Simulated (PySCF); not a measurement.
**RbMg: bond curves at several levels of theory**

One job finds the state of RbMg, follows it along the bond with each method and fits the curves.

The runs use PySCF 2.14.0; Rb jorge-DZP-DKH, Mg jorge-DZP-DKH, spin-free X2C with a Gaussian nucleus.

### 1 Set-up

The job is set up so:

| Property | Result |
| --- | --- |
| atoms | Rb, Mg |
| charge | 0 |
| basis | Rb jorge-DZP-DKH, Mg jorge-DZP-DKH |
| Hamiltonian | spin-free X2C with a Gaussian nucleus |
| basis functions | 60 |
| electrons treated | 49 |
| masses in u | 84.9118, 23.9850 |
| levels | PBE0, PBE, r²SCAN, PW91, TPSS, M06-L, ωB97X, HF, MP2, SCS-MP2, CCSD, CCSD(T) |
| grid | 80 radial by 434 angular points |
| occupations | held fixed by the projection of orbital angular momentum |
| dissociation limit | Rb + Mg, each in its ground configuration |
| starting distance in angstrom | 3.415 |
| values of 2S to try | 1, 3 |

Started as:

```console
OMP_NUM_THREADS=1 python dia.py task.json out
```

The runs that follow: First curve: PBE0; Other states along the same grid; PBE; r²SCAN (meta-GGA); PW91 (GGA); TPSS (meta-GGA); M06-L; ωB97X (range-separated hybrid); ROHF (mean field); Adding correlation.

Before running it: what results should come out? Wanted: for each run, Re; ωe; De; μ.

**Answer**, as computed:

Lowest PBE0 solution found, without spin–orbit coupling: ²Σ⁺ (doublet), unpaired electrons σ ↑. State 3 has its PBE0 minimum 2.38 eV higher. The other levels ran on the lowest alone.

```csv
level,Re (Å),ωe (cm⁻¹),De (eV),μ (D)
ROHF-MP2,4.853,24.7,0.035,n/a
ROHF-CCSD,4.693,27.7,0.039,n/a
ROHF-CCSD(T),4.567,32.0,0.049,n/a
PBE,4.029,69.3,0.183,-1.91
PW91,4.009,70.6,0.196,-1.89
TPSS,4.033,73.9,0.195,-2.62
r²SCAN,4.089,68.5,0.208,-2.58
M06-L,4.039,71.3,0.139,-1.52
PBE0,4.077,65.6,0.151,-1.96
ωB97X,4.077,62.5,0.083,-1.37
```

De is counted to Rb + Mg in their ground configurations. A positive dipole means Rb(−)Mg(+). No constants: ROHF (no minimum is bracketed among the points kept); ROHF-SCS-MP2 (no minimum is bracketed among the points kept).

**Reading.** Bond lengths run from 4.009 Å (PW91) to 4.853 Å (ROHF-MP2). CCSD(T) can't serve as the judge here: for a weak bond in this basis it is far from its limit. Of the levels with a De here, ROHF-MP2 gives the least (0.035 eV) and r²SCAN the most (0.208 eV).

Correlated steps freeze 10 core orbitals. The bond is weak, and basis-set superposition, which was not computed, may be a sizeable part of it. Spin–orbit coupling is left out.
